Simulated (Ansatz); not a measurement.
## Na3Cl, space group P4/mmm: an equation of state with a fit, step by step

Program: the Ansatz DFT code, driven from Python.

Run as a notebook:

```python
import warnings

import ansatz
from ase.eos import EquationOfState
from ase.units import GPa
import numpy as np
```

```python
VECTORS = np.array([
    [3.48641635, 0.0, 0.0],
    [0.0, 3.48641635, 0.0],
    [0.0, 0.0, 9.48696523],
])
SITES = [
    ("Na", (0.0, 0.0, 0.5)),
    ("Na", (0.5, 0.5, 0.82566702)),
    ("Na", (0.5, 0.5, 0.17433298)),
    ("Cl", (0.0, 0.0, 0.0)),
]
```

```python
def make_crystal(cell):
    crystal = ansatz.Crystal(lattice=ansatz.Lattice.of(cell))
    for symbol, position in SITES:
        crystal = crystal.atom(symbol, position)
    return crystal

warnings.simplefilter("ignore", ansatz.DeckWarning)

# scale the volume, keep shape and fractions
volumes, energies = [], []
for scale in np.linspace(0.94, 1.06, 7):
    cell = VECTORS * scale ** (1 / 3)
    calc = (
        make_crystal(cell).calculation()
        .functional(ansatz.Functional.R2SCAN)
        .pseudopotentials("paw")
        .basis(24 * ansatz.Ha)
        .occupations("fermi_dirac", width=0.1)
        .kpoints(7, 7, 3)
    )
    r = calc.run(threads=1).report
    volumes.append(abs(np.linalg.det(cell)) / len(SITES))
    energies.append(r["free_energy_ev"] / len(SITES))
    print(f"V = {volumes[-1]:8.4f} A^3/atom  F = {energies[-1]:.5f} eV/atom")
```

    V =  27.0990 A^3/atom  F = -1388.24142 eV/atom
    V =  27.6756 A^3/atom  F = -1388.24579 eV/atom
    V =  28.2522 A^3/atom  F = -1388.24879 eV/atom
    V =  28.8288 A^3/atom  F = -1388.25055 eV/atom
    V =  29.4053 A^3/atom  F = -1388.25119 eV/atom
    V =  29.9819 A^3/atom  F = -1388.25081 eV/atom
    V =  30.5585 A^3/atom  F = -1388.24953 eV/atom

```python
eos = EquationOfState(volumes, energies, eos="murnaghan")
v0, e0, bulk = eos.fit()
print(f"V0 = {v0:.4f} A^3/atom, E0 = {e0:.5f} eV/atom, B = {bulk / GPa:.1f} GPa")
```

    V0 = 29.4715 A^3/atom, E0 = -1388.25119 eV/atom, B = 14.2 GPa

A third-order Birch-Murnaghan fit through the 7 points (the script's own form differs a little) has its minimum at 29.47 Å³ an atom, 2.2 % above the typed cell, with a bulk modulus of 14 GPa and dB/dP = 4.3. From that minimum the energy rises by 9.8 meV an atom on the compressed side and 1.7 meV on the expanded side.

Notes:
- Absolute energies stand on the zero of these potentials, so only differences at equal settings mean something.
- Shape and fractional positions are held along the curve, so the bulk modulus is an upper value where they are free to relax, by a factor of two or more in layered or hydrogen-bonded cells.
- The mesh is modest for a metal, so energies can be off by several to tens of meV an atom and pressures by half a GPa or more; differences at equal mesh fare better.
- The structure comes from a database of computed cells and needn't be a stable or known phase.
- Timing: 51 s on 1 thread of Arm Neoverse V2, with other jobs on the host, peak memory 0.68 GiB.
